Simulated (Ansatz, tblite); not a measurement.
**In(NH2Me)H3 (CH₈InN): one state, many levels**

Aim: run the singlet of In(NH2Me)H3 (CH₈InN) at one geometry on many levels, and compare frontier levels, spin and run time.

Computed with Ansatz 0.2.0, Gaussian basis. Level: as each input shows.

The runs, in order: GFN1-xTB, GFN2-xTB, PBE-D4/def2-TZVP, r2SCAN-D4/def2-TZVP, BLYP-D4/def2-TZVP, revPBE-D4/def2-TZVP, LDA/def2-TZVP, HF/def2-TZVP, BHLYP-D4/def2-TZVP, r2SCAN0-D4/def2-TZVP, PBE-QIDH/def2-TZVP, PBE-D4/def2-SVP, PBE0-D4/def2-SVP, CCSD(T)/def2-TZVPP, MP2/def2-TZVP, RPA/def2-TZVP.

2 further runs of the same task are left out: 2 set aside as unsound or not needed.

## Step 1: The structure

The geometry is that of the singlet, from an earlier relaxation (PBE0-D4/def2-SVP).

11 atoms, charge 0, spin multiplicity 1.

Bond lengths: In1–N2 2.386 Å, In1–H9 1.745 Å, In1–H10 1.745 Å, In1–H11 1.745 Å, N2–C3 1.460 Å, N2–H4 1.020 Å, N2–H5 1.020 Å, C3–H6 1.103 Å, C3–H7 1.099 Å, C3–H8 1.099 Å. Angles: N2–In1–H9 96.1°, N2–In1–H10 96.1°, N2–In1–H11 96.9°, H9–In1–H10 118.5°, H9–In1–H11 118.9°, H10–In1–H11 118.9°, In1–N2–C3 113.9°, In1–N2–H4 107.3°, In1–N2–H5 107.2°, C3–N2–H4 110.9°, C3–N2–H5 110.9°, H4–N2–H5 106.1°, N2–C3–H6 113.3°, N2–C3–H7 109.2°, N2–C3–H8 109.2°, H6–C3–H7 108.7°, H6–C3–H8 108.7°, H7–C3–H8 107.4°.

In takes a core potential in the def2 sets. No spin-orbit coupling is included.

PBE0-D4/def2-TZVP was run before; its log isn't repeated, and its numbers join the tables.

## Step 2: GFN1-xTB

Tight binding, by tblite at 300 K electronic temperature and without a spin-polarisation term:

```python
tblite.interface.Calculator('GFN1-xTB', numbers, positions, charge=0, uhf=0).singlepoint()
```

Energy -303.7159 eV, HOMO -11.15 eV, LUMO -4.61 eV; 0.016 s.

## Step 3: GFN2-xTB

Tight binding, by tblite at 300 K electronic temperature and without a spin-polarisation term:

```python
tblite.interface.Calculator('GFN2-xTB', numbers, positions, charge=0, uhf=0).singlepoint()
```

Energy -280.6956 eV, HOMO -10.72 eV, LUMO -4.76 eV; 0.009 s.

## Step 4: PBE-D4/def2-TZVP

start.molden holds the orbitals of an earlier run on this state, given as this run's starting guess.

The input, in.yaml:

```yaml
crystal:
  periodic: [false, false, false]
  atoms:
    - {symbol: In, position_ang: [-0.244883, -0.398375, -1.778864]}
    - {symbol: N, position_ang: [-0.250985, -0.427849, 0.607311]}
    - {symbol: C, position_ang: [0.428879, 0.712774, 1.215292]}
    - {symbol: H, position_ang: [0.177124, -1.305989, 0.900386]}
    - {symbol: H, position_ang: [-1.224932, -0.473555, 0.906722]}
    - {symbol: H, position_ang: [0.419887, 0.689733, 2.318010]}
    - {symbol: H, position_ang: [1.472513, 0.737444, 0.871385]}
    - {symbol: H, position_ang: [-0.051142, 1.642191, 0.877872]}
    - {symbol: H, position_ang: [1.490604, -0.400907, -1.960312]}
    - {symbol: H, position_ang: [-1.097523, 1.114655, -1.948001]}
    - {symbol: H, position_ang: [-1.119542, -1.890123, -2.009812]}
basis:
  gaussian: {orbitals: def2-TZVP, initial_orbitals: start.molden}
hamiltonian: {xc: pbe, dispersion: d4}
scf: {omitted_lower_state_checks: [starts]}
output: {orbitals: {seedname: orbitals}}
```

Run with:

```bash
$ ansatz run in.yaml --threads 4 --pin off --events-out ev --progress --plain --max-ram 3916MiB
```

After this run come: r2SCAN-D4/def2-TZVP; BLYP-D4/def2-TZVP; revPBE-D4/def2-TZVP; LDA/def2-TZVP; HF/def2-TZVP; BHLYP-D4/def2-TZVP; r2SCAN0-D4/def2-TZVP; PBE-QIDH/def2-TZVP; PBE-D4/def2-SVP; PBE0-D4/def2-SVP; CCSD(T)/def2-TZVPP; MP2/def2-TZVP; RPA/def2-TZVP.

**Question.** What will the summary of the whole plan be? Wanted: gap in def2-TZVP, named functionals and Hartree-Fock, smallest and largest; correlation energy, CCSD(T)/def2-TZVPP; correlation energy, MP2/def2-TZVP; binding an atom, CCSD(T)/def2-TZVPP; PBE0 total energy, smallest basis above largest.

**Answer**, as computed:

```
                                                                  quantity                          value
gap in def2-TZVP, named functionals and Hartree-Fock, smallest and largest   4.91 eV (LDA), 11.97 eV (HF)
                                    correlation energy, CCSD(T)/def2-TZVPP                      -21.15 eV
                                         correlation energy, MP2/def2-TZVP                      -18.85 eV
                                       binding an atom, CCSD(T)/def2-TZVPP                       3.011 eV
                           PBE0 total energy, smallest basis above largest  3.14 eV (def2-SVP, def2-TZVP)
```

**Reading.** Over the named functionals and Hartree-Fock in def2-TZVP the gap runs from 4.91 eV (LDA) to 11.97 eV (HF); exact exchange widens it. The functionals in def2-TZVP miss CCSD(T)/def2-TZVPP by -0.008 (BHLYP-D4) to +0.455 eV (LDA) an atom. The reference is CCSD(T) in one finite basis, so it carries an error of its own, often a tenth of an eV or more, and near misses can't be ranked.
